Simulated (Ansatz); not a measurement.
# LiNbO: the cost of one run

Computed with Ansatz 0.2.0 (DFT PBE, scalar-relativistic, plane waves, PAW, unless a step's input says otherwise).

2 further runs of the same task are left out: 2 set aside as unsound or not needed.

### 1 The system as given

The structure is tetragonal, space group P4/nmm (No. 129). Conventional cell: a = 3.644 Å, b = 3.644 Å, c = 5.213 Å, α = 90.00°, β = 90.00°, γ = 90.00°. Around Li (site symmetry 4mm) lie 4 Nb at 2.16 Å and 4 O at 2.33 Å. Around Nb (site symmetry -4m2) lie 4 Li at 2.16 Å and 4 Nb at 2.58 Å and 2 O at 2.61 Å. Around O (site symmetry -4m2) lie 4 Li at 2.33 Å and 2 Nb at 2.61 Å.

Structure file:

```
Li Nb O
1.0
     3.64415    0.00000    0.00000
     0.00000    3.64415    0.00000
     0.00000    0.00000    5.21281
Li Nb O
2 2 2
Direct
  0.00000 0.50000 0.77800
  0.50000 0.00000 0.22200
  0.00000 0.00000 0.00000
  0.50000 0.50000 0.00000
  0.00000 0.00000 0.50000
  0.50000 0.50000 0.50000
```

Recipe of the guess: species swapped into a database cell of LaOF (P4/nmm, No. 129), with Li on the La sites and Nb on the F sites. Lengths come from tabulated atomic sizes and are only a guess.

### 2 Probe: one point on a coarse mesh

Contents of input.yaml:

```yaml
crystal:
  lattice:
    - [3.64415485, 0.0, 0.0]
    - [0.0, 3.64415485, 0.0]
    - [0.0, 0.0, 5.21280728]
  atoms:
    - { symbol: Li, position: [0.0, 0.5, 0.778] }
    - { symbol: Li, position: [0.5, 0.0, 0.222] }
    - { symbol: Nb, position: [0.0, 0.0, 0.0] }
    - { symbol: Nb, position: [0.5, 0.5, 0.0] }
    - { symbol: O, position: [0.0, 0.0, 0.5] }
    - { symbol: O, position: [0.5, 0.5, 0.5] }
basis:
  ecutwfc: 420
kpoints:
  mp_grid: { grid: [6, 6, 4] }
hamiltonian:
  xc: pbe
scf:
  occupations: { method: gaussian, width: 0.1 }
  lower_state_search: "off"
output:
  forces: true
  stress: true
  eigenvalues: true
```

Launch:

```
> ansatz run input.yaml --threads 1 --pin off --max-ram 2560MiB --backend cpu --events-out ev --progress --plain --runs-dir out
```

What time and memory should one allow on 1 thread of Intel Xeon Platinum 8259CL at 2.50GHz (Skylake/Cascade Lake), shared host?

About 6.7 s, with a peak of 0.42 GiB.
